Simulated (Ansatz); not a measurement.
**WCl (octet): wave-function methods side by side, def2-SVP**

An exercise on one series of results from a longer session: the logs are not shown, and one member is left open.

Method: def2-SVP, core rule «outside noble gas», up to 9 orbitals frozen; program: Ansatz 0.2.0, Gaussian basis.

The runs, in order: UHF; CCSD(T) on ROHF; CCSD(T) on UHF; CISD as a restricted active space (open shells left free, so some higher excitations enter); CCSDT(Q) on ROHF; CCSDT(Q) on UHF; CASSCF and MRCISD+Q, 13 electrons in 10 orbitals; CASSCF and NEVPT2, 13 electrons in 10 orbitals.

12 further runs of the same task are left out: 2 for a known fault of the program, 1 that didn't finish, 9 set aside as unsound or not needed. Runs told in other sessions of the task aren't counted.

## What is computed

The geometry is a PBE0/def2-TZVP stationary point (not a proven minimum) of the parent state, kept for this charge and spin. No spin-orbit coupling is included. Elements past krypton take def2 core potentials.

2 atoms, charge 0, spin multiplicity 8.

Atoms are counted from 1 here; the program's logs count them from 0.

Bond lengths: W1–Cl2 2.275 Å.

Set-up of the first run:

in.yaml reads:

```yaml
crystal:
  periodic: [false, false, false]
  atoms:
    - {symbol: W, position_ang: [0.000000, 0.000000, 0.000000]}
    - {symbol: Cl, position_ang: [0.000000, 0.000000, 2.275000]}
basis:
  gaussian: {orbitals: def2-SVP}
magnetization: {spin_polarized: true, initial_magnetization: 7}
hamiltonian: {xc: hf}
output: {orbitals: {seedname: orbitals}}
```

On the command line:

```sh
$ ansatz run in.yaml --threads 1 --pin off --events-out ev --progress --plain --max-ram 2393MiB
```

Among the steps run: UHF; CCSD(T) on ROHF; CCSD(T) on UHF; CISD as a restricted active space (open shells left free, so some higher excitations enter); CCSDT(Q) on ROHF; CCSDT(Q) on UHF; CASSCF and MRCISD+Q, 13 electrons in 10 orbitals; CASSCF and NEVPT2, 13 electrons in 10 orbitals.

One table of the session follows, with a row left open; its other results are not shown here.

| method | from RCCSDT(Q) (meV) |
| --- | --- |
| ROHF | +5674.2 |
| UHF | +5447.2 |
| RMP2 | +708.7 |
| UMP2 | +632.6 |
| RCCSD | +102.3 |
| UCCSD | ? |
| RCCSD(T) | +18.3 |
| UCCSD(T) | -77.6 |
| RCCSDT | +6.2 |
| UCCSDT | -89.5 |
| RCCSDT(Q) | 0 |
| UCCSDT(Q) | -95.7 |
| CASSCF valence | +5670.0 |
| NEVPT2 valence | +1425.4 |
| MRCISD valence | +466.4 |
| MRCISD+Q valence | +46.6 |

**Question.** Estimate the row for UCCSD.

The run gave: from RCCSDT(Q) (meV): +3.7. In the column «from RCCSDT(Q) (meV)» it lies between RCCSDT(Q) (0) and RCCSDT (+6.2).

Not comparable, so not listed: CISD as a restricted active space (open shells left free, so some higher excitations enter) (they don't share determinant, frozen orbitals or solution with the rows shown, or repeat one).

Limits of these values: Restricted and unrestricted rows rest on different reference determinants; a gap between their highest levels can come from leftover correlation error, from unlike frozen cores or from another state.
